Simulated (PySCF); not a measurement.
# C₂₀H₁₂BN: electronic excitations, NMR shifts, part 2 of 2

PySCF 2.14.0. Atoms count from 0. Earlier steps stand in the parts before.

## Step 5: NMR shifts: GIAO revPBE/6-311G*

What the job is given:

```
{"job": {"kind": "nmr", "basis": "6-311G*", "pop": false, "xc": "revPBE"}, "charge": 0, "multiplicity": 1}
B      0.982662    -1.617660    -3.403080
C     -0.316723    -0.997641    -3.824250
C     -1.048898    -0.293522    -2.915364
C     -0.631019    -0.120033    -1.571916
C      0.580344    -0.690021    -1.149662
C      1.023493    -0.530266     0.198431
C      2.237705    -1.098481     0.631236
C      2.662860    -0.935571     1.955724
C      1.904784    -0.222496     2.845550
C      0.689597     0.358159     2.452463
C     -0.104192     1.099521     3.368787
C     -1.274757     1.656397     2.981114
C     -1.751313     1.520500     1.646565
C     -2.959063     2.096188     1.248106
C     -3.394518     1.948058    -0.049779
C     -2.648617     1.232184    -0.971652
C     -1.434292     0.635109    -0.629596
C     -0.983831     0.786622     0.706725
C      0.240869     0.206214     1.119827
C      2.996392    -1.832604    -0.326959
C      2.539379    -1.956680    -1.585419
N      1.359728    -1.412626    -2.032661
H      1.698815    -2.241888    -4.088403
H     -0.713567    -1.079205    -4.828178
H     -1.983797     0.152230    -3.222510
H      3.598250    -1.382297     2.259874
H      2.234130    -0.097596     3.866732
H      0.253101     1.206106     4.383079
H     -1.877609     2.219977     3.679114
H     -3.542306     2.654954     1.965048
H     -4.328952     2.393513    -0.359409
H     -3.039596     1.149406    -1.972488
H      3.931442    -2.282842    -0.034205
H      3.091429    -2.505955    -2.332020
```

Method: GIAO revPBE/6-311G* NMR shielding, non-relativistic, gas phase.

The log of the run:

```text
start: PBE on a coarse grid of 29379 points
cycle   1  E = -847.9906735415  dE =  4.057e+00  |g| = 8.319e-01  |ddm| = 7.230e+00
cycle   2  E = -847.6654040335  dE =  3.253e-01  |g| = 1.341e+00  |ddm| = 2.638e+00
cycle   3  E = -848.1004823799  dE = -4.351e-01  |g| = 5.373e-01  |ddm| = 1.954e+00
cycle   4  E = -848.1854569886  dE = -8.497e-02  |g| = 1.111e-01  |ddm| = 7.281e-01
cycle   5  E = -848.1869476799  dE = -1.491e-03  |g| = 8.921e-02  |ddm| = 2.218e-01
cycle   6  E = -848.1891919922  dE = -2.244e-03  |g| = 2.188e-02  |ddm| = 1.073e-01
cycle   7  E = -848.1892840766  dE = -9.208e-05  |g| = 1.266e-02  |ddm| = 3.503e-02
cycle   8  E = -848.1893311724  dE = -4.710e-05  |g| = 2.903e-03  |ddm| = 1.547e-02
final grid: 276191 points
cycle   9  E = -848.9882332241  dE = -1.955e-03  |g| = 3.039e-02  |ddm| = 4.112e-01
cycle  10  E = -848.9879003110  dE =  3.329e-04  |g| = 4.403e-02  |ddm| = 8.551e-02
cycle  11  E = -848.9883687080  dE = -4.684e-04  |g| = 1.869e-02  |ddm| = 6.552e-02
cycle  12  E = -848.9884828967  dE = -1.142e-04  |g| = 3.719e-03  |ddm| = 2.470e-02
cycle  13  E = -848.9884853771  dE = -2.480e-06  |g| = 2.365e-03  |ddm| = 6.198e-03
cycle  14  E = -848.9884863570  dE = -9.799e-07  |g| = 6.528e-04  |ddm| = 3.001e-03
cycle  15  E = -848.9884866185  dE = -2.614e-07  |g| = 1.958e-04  |ddm| = 9.671e-04
cycle  16  E = -848.9884862276  dE =  3.909e-07  |g| = 8.240e-05  |ddm| = 5.394e-04
converged SCF energy = -848.9884862276

GIAO shielding tensors (ppm)
atom      isotropic    diamagn.    paramagn.     s11        s22        s33       span
  0 B       72.835     200.757    -127.922     30.514     72.808    115.183     84.669
  1 C       57.159     255.968    -198.809    -63.073     48.278    186.273    249.346
  2 C       49.787     254.819    -205.032    -60.443     37.178    172.625    233.068
  3 C       67.327     262.529    -195.202     -2.677     35.113    169.545    172.222
  4 C       53.810     262.748    -208.938    -15.387     23.206    153.611    168.998
  5 C       64.171     271.557    -207.386     -5.802     14.816    183.498    189.300
  6 C       57.749     245.482    -187.732    -14.346      4.417    183.177    197.524
  7 C       66.397     258.441    -192.044    -24.111     60.788    162.514    186.625
  8 C       59.980     258.438    -198.458    -32.637     51.911    160.666    193.303
  9 C       58.246     249.663    -191.417    -10.451      0.363    184.826    195.278
 10 C       59.494     256.722    -197.228    -32.111     58.506    152.088    184.199
 11 C       58.021     256.440    -198.419    -33.413     56.514    150.961    184.374
 12 C       54.518     248.070    -193.552    -20.001      0.812    182.743    202.744
 13 C       63.813     256.494    -192.681    -25.993     57.857    159.577    185.570
 14 C       60.803     254.622    -193.819    -43.364     51.490    174.282    217.645
 15 C       69.439     259.476    -190.037    -23.177     55.617    175.877    199.053
 16 C       55.576     256.223    -200.647    -21.098     15.249    172.577    193.675
 17 C       63.709     266.108    -202.399     -2.191      1.588    191.731    193.922
 18 C       63.472     262.860    -199.388     -1.238      3.091    188.564    189.802
 19 C       69.672     261.469    -191.796    -18.552     77.614    149.955    168.507
 20 C       49.582     253.124    -203.542    -35.548     64.456    119.839    155.386
 21 N       59.920     317.920    -258.000    -63.982      1.171    242.571    306.554
 22 H       26.000      30.719      -4.719     22.005     26.475     29.521      7.516
 23 H       24.570      28.267      -3.697     21.170     23.920     28.619      7.450
 24 H       22.668      32.808     -10.140     15.028     22.958     30.018     14.991
 25 H       24.435      29.139      -4.704     18.454     25.855     28.996     10.543
 26 H       24.123      29.168      -5.045     18.066     25.395     28.907     10.841
 27 H       24.374      28.534      -4.161     18.630     25.526     28.966     10.336
 28 H       24.321      28.336      -4.015     18.597     25.411     28.956     10.359
 29 H       24.374      28.377      -4.003     18.579     25.605     28.939     10.360
 30 H       24.175      27.775      -3.599     18.582     25.875     28.069      9.487
 31 H       23.429      33.444     -10.015     15.226     24.976     30.086     14.860
 32 H       25.210      28.648      -3.438     20.451     26.089     29.089      8.638
 33 H       24.212      28.118      -3.906     17.973     25.638     29.027     11.054
```

Run time: 62 s. Hardware: 1 thread of Arm Neoverse V2, shared host; peak memory 0.71 GiB.

## Step 6: NMR shifts: GIAO PBE/6-31G**

The job, as its differences from that of step 5:

```diff
@@ -1,2 +1,2 @@
-{"job": {"kind": "nmr", "basis": "6-311G*", "pop": false, "xc": "revPBE"}, "charge": 0, "multiplicity": 1}
+{"job": {"kind": "nmr", "basis": "6-31G**", "pop": false, "xc": "PBE", "scf": {"guess": "minao"}}, "charge": 0, "multiplicity": 1}
 B      0.982662    -1.617660    -3.403080
```

Method: GIAO PBE/6-31G** NMR shielding, non-relativistic, gas phase.

The log of the run:

```text
final grid: 276191 points
cycle   1  E = -847.7979477830  dE =  4.015e+00  |g| = 8.002e-01  |ddm| = 7.968e+00
cycle   2  E = -847.4921726505  dE =  3.058e-01  |g| = 1.288e+00  |ddm| = 2.787e+00
cycle   3  E = -847.9031296258  dE = -4.110e-01  |g| = 5.255e-01  |ddm| = 2.190e+00
cycle   4  E = -847.9877010939  dE = -8.457e-02  |g| = 9.628e-02  |ddm| = 7.609e-01
cycle   5  E = -847.9887287183  dE = -1.028e-03  |g| = 7.872e-02  |ddm| = 2.346e-01
cycle   6  E = -847.9905559151  dE = -1.827e-03  |g| = 1.927e-02  |ddm| = 1.141e-01
cycle   7  E = -847.9906241692  dE = -6.825e-05  |g| = 1.188e-02  |ddm| = 3.708e-02
cycle   8  E = -847.9906656295  dE = -4.146e-05  |g| = 2.819e-03  |ddm| = 1.727e-02
cycle   9  E = -847.9906692015  dE = -3.572e-06  |g| = 6.944e-04  |ddm| = 4.335e-03
cycle  10  E = -847.9906690991  dE =  1.024e-07  |g| = 4.104e-04  |ddm| = 1.256e-03
cycle  11  E = -847.9906682523  dE =  8.468e-07  |g| = 9.237e-05  |ddm| = 6.187e-04
converged SCF energy = -847.9906682523

GIAO shielding tensors (ppm)
atom      isotropic    diamagn.    paramagn.     s11        s22        s33       span
  0 B       79.910     208.116    -128.206     39.925     80.245    119.562     79.637
  1 C       70.289     252.529    -182.239    -38.914     56.018    193.765    232.679
  2 C       63.768     261.216    -197.448    -37.051     47.472    180.881    217.932
  3 C       79.937     259.836    -179.898     13.956     48.294    177.562    163.606
  4 C       67.398     267.664    -200.266      2.319     38.059    161.815    159.496
  5 C       76.867     264.184    -187.317     10.262     28.267    192.072    181.809
  6 C       71.369     254.338    -182.969      3.271     20.435    190.402    187.130
  7 C       79.137     263.149    -184.012     -2.326     69.742    169.996    172.322
  8 C       72.766     264.027    -191.261    -10.375     61.270    167.402    177.777
  9 C       72.291     254.161    -181.871      6.946     17.184    192.742    185.796
 10 C       72.313     262.505    -190.192    -10.181     67.635    159.486    169.667
 11 C       71.286     261.432    -190.147    -11.213     65.853    159.218    170.431
 12 C       68.959     252.737    -183.778     -1.768     17.816    190.830    192.598
 13 C       76.792     262.188    -185.396     -4.179     66.947    167.610    171.789
 14 C       74.524     257.454    -182.931    -18.341     60.461    181.450    199.791
 15 C       81.879     265.506    -183.626     -1.896     64.960    182.574    184.471
 16 C       69.376     258.289    -188.912     -3.209     29.999    181.338    184.546
 17 C       76.901     262.285    -185.383     13.452     17.026    200.226    186.775
 18 C       76.448     262.212    -185.763     14.263     18.390    196.692    182.429
 19 C       81.994     262.832    -180.838      2.378     85.157    158.447    156.069
 20 C       61.949     254.000    -192.051    -15.468     73.813    127.501    142.969
 21 N       79.839     320.673    -240.834    -36.826     21.532    254.812    291.638
 22 H       25.607      30.616      -5.009     21.728     25.858     29.234      7.506
 23 H       23.576      27.291      -3.715     20.193     22.545     27.989      7.796
 24 H       22.053      34.514     -12.461     14.262     22.266     29.632     15.370
 25 H       23.842      28.777      -4.935     17.812     25.108     28.606     10.794
 26 H       23.549      28.963      -5.414     17.463     24.636     28.549     11.086
 27 H       23.813      28.421      -4.608     18.090     24.754     28.595     10.505
 28 H       23.763      27.811      -4.047     18.049     24.647     28.594     10.544
 29 H       23.785      28.058      -4.273     18.023     24.818     28.513     10.490
 30 H       23.535      26.803      -3.268     17.882     25.027     27.696      9.815
 31 H       22.753      35.300     -12.547     14.391     24.225     29.643     15.251
 32 H       24.602      28.148      -3.547     19.854     25.357     28.594      8.740
 33 H       23.520      27.468      -3.948     17.055     25.117     28.387     11.332
```

Wall time 51 s (1 thread of Arm Neoverse V2, shared host); peak memory 0.61 GiB.

## Step 7: Summary of results

What follows sums up all 2 parts.

| quantity | value |
| --- | --- |
| lowest singlet (PBE0/def2-SVP) | 3.15 eV (393 nm), f = 0.171 |
| brightest single state of those computed | state 8, 4.63 eV, f = 0.206 |
| 13C shifts against TMS (LDA/6-31G) | 135.1, 133.3, 130.3, 128.1, 127.5, 126.9, 126.8, 125.8, 125.5, 125.2, 124.9, 123.4, 121.5, 119.7 ppm and more |
| 1H shifts against TMS (LDA/6-31G) | 9.63, 8.90, 8.44, 8.41, 8.28, 8.19, 8.09, 8.01, 7.98, 7.93, 7.35, 6.66 ppm |
| 15N shifts against NH3 (LDA/6-31G) | 187.5 ppm |
| shieldings of B (LDA/6-31G) | B0 79.8 ppm |
| runs | 1 failed, 0 ended on unsound input |

The first singlet state (HOMO→LUMO 0.88) lies at 3.15 eV and is bright; of the 10 states computed, the strongest absorption comes from states 7 to 8 together at 4.63 eV. At LDA/6-31G: Shielding is most anisotropic at N21 (span 302 ppm, paramagnetic term -256 ppm). NICS(1)zz of -21 ppm above the planar ring from B0 marks a diatropic (aromatic) ring current.
